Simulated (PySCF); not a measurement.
**C3H8GeO2Si: electronic excitations**

Wanted: the electronic excitations of C3H8GeO2Si (`CO[Si@@H](O)C#[C][GeH3]`), by calculation.

The runs use PySCF 2.14.0, with density-fitted response routines of our own; the level of theory stands in each step. All values are computed, except where a source is named. Atoms are numbered from 0 throughout.

### 1 The starting structure

15 atoms, charge 0, multiplicity 1; geometry from: GFN2-xTB.

Bonds of the start (Å): C0–O1 1.40, O1–Si2 1.61, Si2–O3 1.63, Si2–C4 1.87, C4–C5 1.21, C5–Ge6 1.89, C0–H7 1.09, C0–H8 1.09, C0–H9 1.09, Si2–H10 1.45, O3–H11 0.95, Ge6–H12 1.49, Ge6–H13 1.49, Ge6–H14 1.49.

### 2 TDDFT and polarisability: wB97X-D/def2-SVPD

The job: settings as JSON, then the geometry in Å.

```
{"job": {"kind": "uv", "xc": "wB97X-D", "basis": "def2-SVPD", "nstates": 8, "ntriplets": 3}, "charge": 0, "multiplicity": 1}
C     -2.853536     0.394614    -0.251526
O     -2.092049    -0.329862     0.667979
Si    -0.773681    -1.235943     0.465407
O     -1.048122    -2.279318    -0.759189
C      0.753507    -0.248739     0.049275
C      1.748532     0.390034    -0.213056
Ge     3.312575     1.378537    -0.603663
H     -3.805984     0.639143     0.221774
H     -3.038927    -0.190713    -1.154180
H     -2.340334     1.319769    -0.526374
H     -0.671563    -1.866845     1.769002
H     -0.370096    -2.869541    -1.072186
H      4.433348     0.877254     0.243972
H      3.664234     1.205552    -2.044248
H      3.077682     2.824051    -0.320556
```

Method: TDDFT wB97X-D/def2-SVPD, vertical, gas phase, core orbitals frozen in the response.

Command:

```sh
$ OMP_NUM_THREADS=1 python probes_run.py task.json out
```

One launch serves the whole session: the jobs run in the order shown.

Predict these results of the whole session: lowest singlet (wB97X-D/def2-SVPD); brightest single state of those computed; lowest triplet; surface potential, 1st and 99th percentile.

**Answer**, as computed:

| quantity | value |
| --- | --- |
| lowest singlet (wB97X-D/def2-SVPD) | 5.76 eV (215 nm), f = 0.000 |
| brightest single state of those computed | state 8, 7.90 eV, f = 0.398 |
| lowest triplet | 4.86 eV |
| surface potential, 1st and 99th percentile | -1.19 V and 2.12 V |

The lowest singlet, at 5.76 eV, is HOMO→LUMO 0.38, HOMO−1→LUMO 0.30 and is dark; of the 8 states computed, the strongest absorption comes from state 8 at 7.90 eV (the last computed, so partners may be missing). The lowest triplet lies 0.90 eV below the lowest singlet (triplets in Tamm-Dancoff, singlets in full TDDFT).
